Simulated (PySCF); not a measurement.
**C2H7BO (SMILES CCBO) at 6 levels**

Aim: a comparison of 6 runs (BHLYP/def2-SVP, CAM-B3LYP/def2-SVP, M06-2X/def2-SVP, PBE/def2-SVP, r2SCAN/def2-SVP, revPBE/def2-SVP) of C2H7BO. The job is set up through a Python script.

The results are computed with PySCF 2.14.0.

**1. The system as given**

C2H7BO: 11 atoms, total charge 0, spin state singlet. SMILES: `CCBO`. The shape is that of a PBE0-D4/def2-TZVP optimisation. This is one conformer, not always the lowest.

Bond lengths: C1–C2 1.528 Å, C2–B3 1.569 Å, B3–O4 1.355 Å, C1–H5 1.093 Å, C1–H6 1.092 Å, C1–H7 1.093 Å, C2–H8 1.098 Å, C2–H9 1.101 Å, B3–H10 1.202 Å, O4–H11 0.962 Å. Some angles: C1–C2–B3 114.3°, C2–B3–O4 123.5°, C1–C2–H8 110.4°, C1–C2–H9 108.7°, B3–C2–H8 111.8°, B3–C2–H9 105.8°, C2–C1–H5 111.4°, C2–C1–H6 111.9°, C2–C1–H7 111.0°, C2–B3–H10 121.4°.

**2. A single-point energy at BHLYP/def2-SVP (run 1)**

calc.py

```python
# CCBO
from pyscf import gto, dft

mol = gto.M(
    atom='''
C     -1.051066     2.483100     0.366796
C     -0.279868    -0.238861     0.942406
B      1.595307    -1.416728    -1.029901
O      1.464916    -3.844837    -1.829633
H     -2.123296     2.605176    -1.394429
H     -2.226286     3.282832     1.863837
H      0.609059     3.692525     0.155713
H     -1.960213    -1.426176     1.209992
H      0.718663    -0.279113     2.767126
H      3.303808    -0.204657    -1.908623
H      0.072754    -4.761165    -1.104356
''',
    unit='bohr',
    spin=0,
    verbose=3,
    basis='def2-svp',
    max_memory=1860,
    charge=0,
)

mf = dft.RKS(mol)
mf.xc = 'bhandhlyp'
mf.conv_tol = 1e-10
mf.grids.level = 5
mf.kernel()
if not mf.converged:
    mf = mf.newton().run(mf.mo_coeff, mf.mo_occ)

etot = mf.e_tot
print(f'total energy: {etot:.8f} hartree')
```

Command:

```console
OMP_NUM_THREADS=1 python calc.py
```

Output:

```text
converged SCF energy = -180.31174092694
total energy: -180.31174093 hartree
```

Wall time 19 s (1 thread of Intel Xeon at 2.70GHz, shared host); peak memory 0.45 GiB.

**3. The energy at CAM-B3LYP/def2-SVP (run 2)**

run.py

```python
from pyscf import gto, dft

mol = gto.M(
    atom='''
C     -1.051066     2.483100     0.366796
C     -0.279868    -0.238861     0.942406
B      1.595307    -1.416728    -1.029901
O      1.464916    -3.844837    -1.829633
H     -2.123296     2.605176    -1.394429
H     -2.226286     3.282832     1.863837
H      0.609059     3.692525     0.155713
H     -1.960213    -1.426176     1.209992
H      0.718663    -0.279113     2.767126
H      3.303808    -0.204657    -1.908623
H      0.072754    -4.761165    -1.104356
''',
    verbose=4,
    unit='bohr',
    spin=0,
    max_memory=1860,
    basis='def2-svp',
)

mf = dft.RKS(mol, xc='cam-b3lyp')
mf.conv_tol = 1e-10
mf.grids.level = 5
mf.kernel()
if not mf.converged:
    mf = mf.newton().run(mf.mo_coeff, mf.mo_occ)

etot = mf.e_tot
print('E(%s) = %.9f' % ('CAM-B3LYP', etot))
```

Command:

```console
OMP_NUM_THREADS=1 python run.py
```

Output:

```text
PySCF version 2.14.0

[... 79 lines left out ...]
converged SCF energy = -180.320091304633
E(CAM-B3LYP) = -180.320091305
```

Run time: 26 s. Hardware: 1 thread of Intel Xeon at 2.70GHz, shared host; peak memory 0.45 GiB.

Runs 3 to 5 aren't shown in full; the table further down has their settings and results.

**4. The energy at revPBE/def2-SVP (run 6)**

mol.xyz

```xyz
11

C     -0.556200     1.314000     0.194100
C     -0.148100    -0.126400     0.498700
B      0.844200    -0.749700    -0.545000
O      0.775200    -2.034600    -0.968200
H     -1.123600     1.378600    -0.737900
H     -1.178100     1.737200     0.986300
H      0.322300     1.954000     0.082400
H     -1.037300    -0.754700     0.640300
H      0.380300    -0.147700     1.464300
H      1.748300    -0.108300    -1.010000
H      0.038500    -2.519500    -0.584400
```

input.py

```python
from pyscf import gto, dft

system = gto.Mole()
system.atom = 'mol.xyz'
system.spin = 0
system.max_memory = 1860
system.verbose = 3
system.charge = 0
system.basis = 'def2-svp'
system.build()

calc0 = dft.RKS(system, xc='revpbe')
calc0.conv_tol = 1e-10
calc0.grids.level = 5
calc0.kernel()
if not calc0.converged:
    calc0 = calc0.newton().run(calc0.mo_coeff, calc0.mo_occ)

e_final = calc0.e_tot
print('E(%s) = %.9f' % ('REVPBE', e_final))
```

Command:

```console
OMP_NUM_THREADS=1 python input.py
```

Output:

```text
converged SCF energy = -180.352972271914
E(REVPBE) = -180.352972272
```

Wall time 20 s (1 thread of Intel Xeon at 2.70GHz, shared host); peak memory 0.45 GiB.

**5. The series**

```csv
run,level,energy (Eh),dipole moment (D),HOMO energy (eV),LUMO energy (eV),wall time
1,BHLYP/def2-SVP,-180.311741,1.91,-9.61,1.43,19 s
2,CAM-B3LYP/def2-SVP,-180.320091,1.91,-9.62,1.53,26 s
3,M06-2X/def2-SVP,-180.323489,1.91,-9.52,1.35,34 s
4,PBE/def2-SVP,-180.168360,1.90,-6.69,-0.65,20 s
5,r2SCAN/def2-SVP,-180.301743,1.92,-7.04,-0.27,37 s
6,revPBE/def2-SVP,-180.352972,1.88,-6.67,-0.55,20 s
```

**6. Summary of results**

| quantity | value |
| --- | --- |
| run 6: total energy | -180.35297 Eh |
| run 6: dipole moment | 1.88 D |
| run 6: HOMO energy | -6.67 eV |
| run 6: LUMO energy | -0.55 eV |
| run 6: HOMO–LUMO gap | 6.12 eV |

The dipole moment (its size) runs from 1.88 D (revPBE/def2-SVP) to 1.92 D (r2SCAN/def2-SVP). The HOMO–LUMO gap runs from 6.04 eV (PBE/def2-SVP) to 11.15 eV (CAM-B3LYP/def2-SVP). Totals of different functionals can't be ranked against each other. All runs together took 2.6 min, the longest 37 s.
